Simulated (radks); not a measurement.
# The Coulomb parameter U of the 4f shell of Er

The task here is to estimate one member of a computed series from the others.

Program: radks (a radial shooting solver on a logarithmic mesh, Libxc functionals) version 1. Level of theory: scalar-relativistic Kohn-Sham, r2SCAN, spin-unpolarised, spherical densities, finite nucleus. These are calculated values, not measurements, unless marked.

## The atom as given

* element: erbium (Z = 68)
* charge: 0
* electrons: 68
* configuration: [Xe] 4f10 5d2 6s2
* nuclear rms radius: 5.2516 fm

Outer shells as boxes (Hund's rule):

Er
```
[Xe] core
4f [↑↓][↑↓][↑↓][↑ ][↑ ][↑ ][↑ ]
5d [↑ ][↑ ][  ][  ][  ]
6s [↑↓]
```

Set-up of the first run:

Input:

```text
Z 68
configuration [Xe] 4f10 5d2 6s2
relativity scalar-relativistic
functional r2scan,r2scan
spin unpolarised
nucleus finite rms 5.2516 fm
c 137.035999084
```

On the command line:

```sh
> python run_ks.py task.json out
```

All runs below come from this command, one after another.

Among the steps run: Start: [Xe] 4f10 5d2 6s2.

One of the session's tables, all rows but one given; the rest of the session is left out.

It belongs to the step «Start: [Xe] 4f10 5d2 6s2». Sizes of the orbitals, from the radial functions (bohr):

```
level     <r>  outermost maximum (interpolated)  90 % within  nodes
   4s       ?                                 ?            ?      ?
   4p  0.5371                             0.495        0.780      2
   4d  0.5796                             0.511        0.869      1
   5s   1.221                              1.10         1.76      4
   5p   1.424                              1.24         2.09      3
   4f  0.7369                             0.502         1.24      0
   6s   3.665                              3.11         5.41      5
   5d   2.493                              1.73         4.10      2
```

**Question.** Estimate the row for 4s.

**Answer.** <r>: 0.5072; outermost maximum (interpolated): 0.474; 90 % within: 0.728; nodes: 3. In the column «<r>» it is the lowest.
